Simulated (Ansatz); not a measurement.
This script for Ansatz's Python interface starts 2 runs on GeH3S, SMILES [S][GeH3]. What input does the engine get in each?

`x2c_geh3s.py`
```python
# -*- coding: utf-8 -*-
"""Scalar relativity in GeH3S."""

import ansatz as az
import numpy as np

mol = (
    az.Crystal.molecule()
    .atom("S", (1.4079, -0.3525, 1.5165))
    .atom("Ge", (-0.0957, 0.0095, -0.0973))
    .atom("H", (-1.0492, 1.2018, 0.2601))
    .atom("H", (0.7304, 0.3426, -1.4195))
    .atom("H", (-0.9436, -1.2751, -0.3012))
)

calc = mol.calculation()
calc = calc.functional("pbe", dispersion="d3bj")
calc = calc.spin("collinear", total=1)
calc = calc.accuracy("high").forces()
# a set contracted for a scalar-relativistic Hamiltonian goes with the relativistic run
sets = {"none": "cc-pVTZ", "scalar": "cc-pVTZ-DK"}
found = {kind: calc.basis(gaussian=basis).pseudopotentials(relativity=kind).run(threads=1, backend="cpu").report for kind, basis in sets.items()}
for kind, each in found.items():
    dipole = 4.803205 * np.linalg.norm(each["charge_distribution"]["dipole_moment_e_ang"])
    print(f"{kind:7s} E = {each['free_energy_ev']:.4f} eV  dipole {dipole:.3f} D  largest force component {np.abs(each['forces_ev_ang']).max():.4f} eV/A")
print(f"relativity lowers the total energy by {found['none']['free_energy_ev'] - found['scalar']['free_energy_ev']:.3f} eV")
```

Run 1:
```yaml
crystal:
  periodic: [false, false, false]
  atoms:
    - { symbol: S, position_ang: [1.4079, -0.3525, 1.5165] }
    - { symbol: Ge, position_ang: [-0.0957, 0.0095, -0.0973] }
    - { symbol: H, position_ang: [-1.0492, 1.2018, 0.2601] }
    - { symbol: H, position_ang: [0.7304, 0.3426, -1.4195] }
    - { symbol: H, position_ang: [-0.9436, -1.2751, -0.3012] }
accuracy: high
basis:
  gaussian:
    orbitals: cc-pVTZ
hamiltonian:
  xc: pbe
  dispersion: d3bj
  pseudopotentials:
    relativity: none
magnetization:
  spin_polarized: true
  initial_magnetization: 1.0
output:
  forces: true
```

Run 2, against run 1:
```diff
-    orbitals: cc-pVTZ
+    orbitals: cc-pVTZ-DK
-    relativity: none
+    relativity: scalar
```

`python x2c_geh3s.py` gives:
```text
none    E = -67389.7518 eV  dipole 1.367 D  largest force component 0.5587 eV/A
scalar  E = -68012.6729 eV  dipole 1.369 D  largest force component 0.6233 eV/A
relativity lowers the total energy by 622.921 eV
```

The total moves by -622.9 eV, nearly all in the cores, and the dipole from 1.37 to 1.37 D.

The settings weren't tested for convergence. The geometry is a force-field or estimated start, not a minimum of this method. The basis set changes with the Hamiltonian (a set recontracted for scalar relativity), and most of the change in the total lies in the cores. The species is open-shell (spin multiplicity 2). Wall time of the script: 75 s on 1 thread of Arm Neoverse V1 (shared host), peak memory 0.41 GiB.
